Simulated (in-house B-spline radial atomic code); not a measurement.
**Pb³¹⁺: ionisation energy by several methods**

Aim: the ionisation energy of Pb³¹⁺ by several methods, each as the difference of two self-consistent energies (Pb³¹⁺ and the next ion, [Kr] 4d10 4f4).

Program: in-house B-spline radial atomic code version 1. Level of theory: Dirac-Coulomb, several functionals; spherical all-electron atom at the radial basis limit. These are calculated values, not measurements, unless marked.

### 1 What is computed

| Item | Value |
| --- | --- |
| element | lead (Z = 82) |
| charge | +31 |
| electrons | 51 |
| configuration | [Kr] 4d10 4f5 |
| nucleus | Fermi, rms radius 5.501 fm |

The outer shells:

[Kr] 4d10 4f5
```
[Kr] core
4d [↑↓][↑↓][↑↓][↑↓][↑↓]
4f [↑ ][↑ ][↑ ][↑ ][↑ ][  ][  ]
```

The boxes only draw the filling; these runs are spin-restricted and spherical.

### 2 AM05

Input settings:

```ini
Z = 82
electrons = 51.0
configuration = [Kr] 4d10 4f5
hamiltonian = dirac
method = am05
spin_polarised = False
nucleus = fermi
rms_radius = 5.5012
mass_number = 208
atomic_mass = 207.976652005
speed_of_light = 137.035999084
```

On the command line:

```
$ python run_scf.py task.json out
```

The settings of every run stand in task.json; they run in order.

### 3 LDA (PW92)

The settings differ from step 2 so:

```diff
@@ -4,3 +4,3 @@
 hamiltonian = dirac
-method = am05
+method = lda,pw
 spin_polarised = False
```

### 4 PBE

The settings differ from step 3 so:

```diff
@@ -4,3 +4,3 @@
 hamiltonian = dirac
-method = lda,pw
+method = pbe,pbe
 spin_polarised = False
```

Q: The tabulated ionisation energy is 1180 ± 60 eV (tabulated theoretical; NIST Atomic Spectra Database). What does each method give, and which comes nearest?

**Answer**, as computed:

| method | rung | total energy (hartree) | ΔSCF (eV) | with Breit, QED, recoil (eV) | −ε highest (eV) | corrected ΔSCF less tabulated (eV) |
| --- | --- | --- | --- | --- | --- | --- |
| LDA (PW92) | LDA | -20425.0162 | 1158.83 | 1158.82 | 1126.50 (4f7/2) | -21.18 |
| AM05 | GGA | -20425.9170 | 1158.57 | 1158.56 | 1126.24 (4f7/2) | -21.44 |
| PBE | GGA | -20436.8064 | 1158.43 | 1158.42 | 1126.12 (4f7/2) | -21.58 |

Tables give 1180 ± 60 eV (tabulated theoretical; NIST Atomic Spectra Database) for the ionisation energy. LDA (PW92) misses by -21.18 eV, the least, and PBE by -21.58 eV (1.8 %), the most. The table's own uncertainty is as large as these misses, so the order means little. All methods miss on the same side by much the same amount, which points to something that they share. Open shells are averaged (over orientations, and over spins where the run is restricted), while tables refer to the lowest levels.

Members of this set that are not shown: 1 used exact exchange with fractional occupations of an open shell, which is unsound here.
